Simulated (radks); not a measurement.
# Ce inside a hard spherical wall

What does compression do to the levels of Ce? A hard sphere of shrinking radius stands in for pressure; the configuration is held at [Xe] 4f1 5d1 6s2.

Program: radks (a radial shooting solver on a logarithmic mesh, Libxc functionals) version 1. Level of theory: scalar-relativistic Kohn-Sham, PBE, spin-unpolarised, spherical densities, finite nucleus. These are calculated values, not measurements, unless marked.

## (1) The atom as given

```
element            : cerium (Z = 58)
charge             : 0
electrons          : 58
configuration      : [Xe] 4f1 5d1 6s2
nuclear rms radius : 4.8771 fm
```

The outer shells:

Ce
```
[Xe] core
4f [↑ ][  ][  ][  ][  ][  ][  ]
5d [↑ ][  ][  ][  ][  ]
6s [↑↓]
```

## (2) The free atom

Settings of this run:

```text
Z 58
configuration [Xe] 4f1 5d1 6s2 6p0 7s0 5f0
relativity scalar-relativistic
functional pbe,pbe
spin unpolarised
nucleus finite rms 4.8771 fm
c 137.035999084
```

On the command line:

```sh
python run_ks.py task.json out
```

This one command runs every case of the session in turn.

## (3) Wall at 20 bohr

Input: that of step 2 with these lines changed.

```diff
@@ -6,2 +6,3 @@
 nucleus finite rms 4.8771 fm
+wall 20 bohr
 c 137.035999084
```

## (4) Wall at 15 bohr

Input: that of step 3 with these lines changed.

```diff
@@ -6,3 +6,3 @@
 nucleus finite rms 4.8771 fm
-wall 20 bohr
+wall 15 bohr
 c 137.035999084
```

## (5) Wall at 12 bohr

Input: that of step 4 with these lines changed.

```diff
@@ -6,3 +6,3 @@
 nucleus finite rms 4.8771 fm
-wall 15 bohr
+wall 12 bohr
 c 137.035999084
```

## (6) Wall at 10 bohr

Input: that of step 5 with these lines changed.

```diff
@@ -6,3 +6,3 @@
 nucleus finite rms 4.8771 fm
-wall 12 bohr
+wall 10 bohr
 c 137.035999084
```

## (7) Wall at 8 bohr

Input: that of step 6 with these lines changed.

```diff
@@ -6,3 +6,3 @@
 nucleus finite rms 4.8771 fm
-wall 10 bohr
+wall 8 bohr
 c 137.035999084
```

## (8) Wall at 6 bohr

Input: that of step 7 with these lines changed.

```diff
@@ -6,3 +6,3 @@
 nucleus finite rms 4.8771 fm
-wall 8 bohr
+wall 6 bohr
 c 137.035999084
```

## (9) Wall at 3 bohr

Input: that of step 8 with these lines changed.

```diff
@@ -6,3 +6,3 @@
 nucleus finite rms 4.8771 fm
-wall 6 bohr
+wall 3 bohr
 c 137.035999084
```

## (10) Wall at 2 bohr

Input: that of step 9 with these lines changed.

```diff
@@ -6,3 +6,3 @@
 nucleus finite rms 4.8771 fm
-wall 3 bohr
+wall 2 bohr
 c 137.035999084
```

**Question.** What will these runs give? Wanted: for each run, R; E − E(free); ε(5d); ε(6p, empty); ε(7s, empty); ε(5f, empty); pressure.

As calculated:

```
R (bohr)  E − E(free) (eV)  ε(5d) (eV)  ε(6p, empty) (eV)  ε(7s, empty) (eV)  ε(5f, empty) (eV)  pressure (GPa)
    free             0.000      -3.060             -1.348                  -                  -               0
      20             0.000      -3.059             -1.348              0.013              1.231        < 0.0001
      15             0.001      -3.057             -1.334              0.378              1.876        0.000273
      12             0.014      -3.022             -1.242              1.241              2.738         0.00843
      10             0.100      -2.883             -0.963              2.820              3.866          0.0818
       8             0.654      -2.348              0.046              6.882              6.145           0.816
       6             4.238      -0.484              4.009             19.185             11.738            9.67
       3            136.84      25.916             71.531             166.87             61.284            2023
       2            812.53      110.59             268.29             531.17             170.93           36296
```

At the tightest wall, 2 bohr, the energy stands 812.53 eV above the free atom and the pressure, −dE/dV, is 36296 GPa. Of the levels in the table that exist at both ends, 6p (empty) rises most from the free atom (269.64 eV). From R = 3 bohr inwards the highest occupied level lies above zero, pushed up by confinement. Shells are not refilled when levels cross, and a hard wall is a model, not a crystal.
